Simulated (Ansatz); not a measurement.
**GePH₃ (triplet): the correlation ladder, cc-pVDZ**

The task here is to estimate one member of a computed series from the others.

The runs use Ansatz 0.2.0, Gaussian basis; cc-pVDZ, core rule «outside noble gas», up to 19 orbitals frozen.

Plan: UHF; CCSD(T) on ROHF; CCSD(T) on UHF; BCCD(T) on ROHF; CISD; CCSDT(Q) on ROHF; CCSDT(Q) on UHF; CASSCF and NEVPT2, 12 electrons in 11 orbitals.

28 further runs of the same task are left out: 13 that didn't finish, 15 set aside as unsound or not needed.

## What is computed

The geometry is a PBE0/def2-TZVP stationary point (not a proven minimum). No spin-orbit coupling is included. The filled d shell of Ge may be among the frozen orbitals whatever the setting's name suggests; the logs give the count.

5 atoms, charge 0, spin multiplicity 3.

Atoms are counted from 1 here; the program's logs count them from 0.

Bond lengths: Ge1–P2 2.301 Å, Ge1–H3 1.555 Å, P2–H4 1.419 Å, P2–H5 1.419 Å. Angles: P2–Ge1–H3 114.3°, Ge1–P2–H4 99.5°, Ge1–P2–H5 99.5°, H4–P2–H5 94.2°.

The first run:

File in.yaml:

```yaml
crystal:
  periodic: [false, false, false]
  atoms:
    - {symbol: Ge, position_ang: [0.000000, 0.059201, 0.707611]}
    - {symbol: P, position_ang: [0.000000, -0.146566, -1.583698]}
    - {symbol: H, position_ang: [0.000000, -1.295377, 1.470772]}
    - {symbol: H, position_ang: [1.039454, 0.766426, -1.900032]}
    - {symbol: H, position_ang: [-1.039454, 0.766426, -1.900032]}
basis:
  gaussian: {orbitals: cc-pVDZ}
magnetization: {spin_polarized: true, initial_magnetization: 2}
hamiltonian: {xc: hf}
output: {orbitals: {seedname: orbitals}}
```

On the command line:

```sh
> ansatz run in.yaml --threads 1 --pin off --events-out ev --progress --plain --max-ram 2393MiB
```

Among the steps run: UHF; CCSD(T) on ROHF; CCSD(T) on UHF; BCCD(T) on ROHF; CISD; CCSDT(Q) on ROHF; CCSDT(Q) on UHF; CASSCF and NEVPT2, 12 electrons in 11 orbitals.

One table of the session follows, with a row left open; its other results are not shown here.

```
        method  from UCCSDT(Q) (meV)
          ROHF               +6460.0
           UHF               +6363.4
          RMP2               +1296.8
          UMP2               +1284.1
          CISD                +771.0
         RCCSD                +242.0
         UCCSD                +229.9
      RCCSD(T)                 +53.4
      UCCSD(T)                 +44.3
       BCCD(T)                 +51.7
        RCCSDT                 +19.8
        UCCSDT                     ?
     RCCSDT(Q)                  +9.1
     UCCSDT(Q)                     0
CASSCF valence               +4587.7
NEVPT2 valence               +1131.6
```

Q: Estimate the row for UCCSDT from the others.

As computed: from UCCSDT(Q) (meV): +10.8. In the column «from UCCSDT(Q) (meV)» it lies between RCCSDT(Q) (+9.1) and RCCSDT (+19.8).

Among the levels timed on like hardware and quicker than the yardstick, those that no quicker one beats, quickest first: BCCD(T) (6 s, +51.7 meV); UCCSD(T) (12 s, +44.3 meV).

With the free atoms at the same levels and basis (separate runs), the atomisation energy is 9.901 eV at UCCSDT(Q), 9.875 eV at RCCSD(T), 9.874 eV at UCCSD(T), 7.343 eV at ROHF.

Limits of these values: Restricted and unrestricted rows rest on different reference determinants; where their highest levels disagree by more than a few hundredths of an eV, they describe different states and don't form one ladder.
